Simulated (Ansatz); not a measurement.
# CH4FOSeSi radical: basis-set convergence

The task here is to estimate one member of a computed series from the others.

Program: Ansatz 0.2.0, Gaussian basis. Level of theory: one geometry, several basis sets. These are calculated values, not measurements.

Plan: PBE0-D4/def2-SVP; ωB97M-V/def2-SVP; PBE0-D4/def2-QZVPP; ωB97M-V/def2-QZVPP; the functionals' def2-TZVPP values are taken from earlier runs.

1 further run of the same task is left out (it didn't finish).

**The relaxed structure**

The geometry comes from an earlier relaxation with PBE0-D4 in a triple-zeta def2 set; it is a stationary point, not always the lowest conformer.

SMILES `CO[Si](F)[SeH]`, 9 atoms, charge 0, spin multiplicity 2.

Atoms are counted from 1 here; the program's logs count them from 0.

Bond lengths: C1–O2 1.412 Å, C1–H6 1.095 Å, C1–H7 1.090 Å, C1–H8 1.094 Å, O2–Si3 1.629 Å, Si3–F4 1.594 Å, Si3–Se5 2.300 Å, Se5–H9 1.468 Å. Angles: O2–C1–H6 111.1°, O2–C1–H7 107.7°, O2–C1–H8 111.1°, H6–C1–H7 108.9°, H6–C1–H8 109.2°, H7–C1–H8 108.7°, C1–O2–Si3 126.4°, O2–Si3–F4 103.8°, O2–Si3–Se5 113.9°, F4–Si3–Se5 106.0°, Si3–Se5–H9 90.9°.

Geometry (Å):

| atom | x (Å) | y (Å) | z (Å) |
| --- | --- | --- | --- |
| C1 | 1.1019 | 0.1241 | 0.9084 |
| O2 | 0.4411 | -0.9318 | 0.2429 |
| Si3 | -1.0396 | -0.8706 | -0.4338 |
| F4 | -1.0995 | -2.1850 | -1.3343 |
| Se5 | -1.3326 | 0.8994 | -1.8734 |
| H6 | 1.0865 | 1.0394 | 0.3084 |
| H7 | 2.1375 | -0.1792 | 1.0648 |
| H8 | 0.6443 | 0.3244 | 1.8815 |
| H9 | -1.8511 | 1.7332 | -0.7815 |

Set-up of the first run:

The input, in.yaml:

```yaml
crystal:
  periodic: [false, false, false]
  atoms:
    - {symbol: C, position_ang: [1.101929, 0.124068, 0.908394]}
    - {symbol: O, position_ang: [0.441061, -0.931789, 0.242863]}
    - {symbol: Si, position_ang: [-1.039601, -0.870565, -0.433786]}
    - {symbol: F, position_ang: [-1.099459, -2.185021, -1.334257]}
    - {symbol: Se, position_ang: [-1.332555, 0.899401, -1.873432]}
    - {symbol: H, position_ang: [1.086495, 1.039398, 0.308425]}
    - {symbol: H, position_ang: [2.137464, -0.179239, 1.064756]}
    - {symbol: H, position_ang: [0.644289, 0.324376, 1.881540]}
    - {symbol: H, position_ang: [-1.851123, 1.733172, -0.781503]}
basis:
  gaussian: {orbitals: def2-SVP}
magnetization: {spin_polarized: true, initial_magnetization: 1}
hamiltonian: {xc: pbe0, dispersion: d4}
output: {orbitals: {seedname: orbitals}}
```

Launch:

```sh
> ansatz run in.yaml --threads 2 --pin off --events-out ev --progress --plain --max-ram 32768MiB --backend cpu
```

Among the steps run: PBE0-D4 in def2-SVP; ωB97M-V in def2-SVP; PBE0-D4 in def2-QZVPP; ωB97M-V in def2-QZVPP.

One of the session's tables, all rows but one given; the rest of the session is left out.

It belongs to the step «Functionals by basis». 

| functional | basis | HOMO (eV) | LUMO (eV) |
| --- | --- | --- | --- |
| PBE0-D4 | def2-SVP | -6.16 | -2.68 |
| PBE0-D4 | def2-TZVPP | -6.25 | -2.69 |
| PBE0-D4 | def2-QZVPP | -6.29 | -2.75 |
| ωB97M-V | def2-SVP | -7.90 | -1.05 |
| ωB97M-V | def2-TZVPP | ? | ? |
| ωB97M-V | def2-QZVPP | -8.04 | -1.23 |

Q: Estimate the row for ωB97M-V, def2-TZVPP from the others.

**Answer.** HOMO (eV): -8.00; LUMO (eV): -1.14. In the column «HOMO (eV)» it lies between ωB97M-V, def2-QZVPP (-8.04) and ωB97M-V, def2-SVP (-7.90).
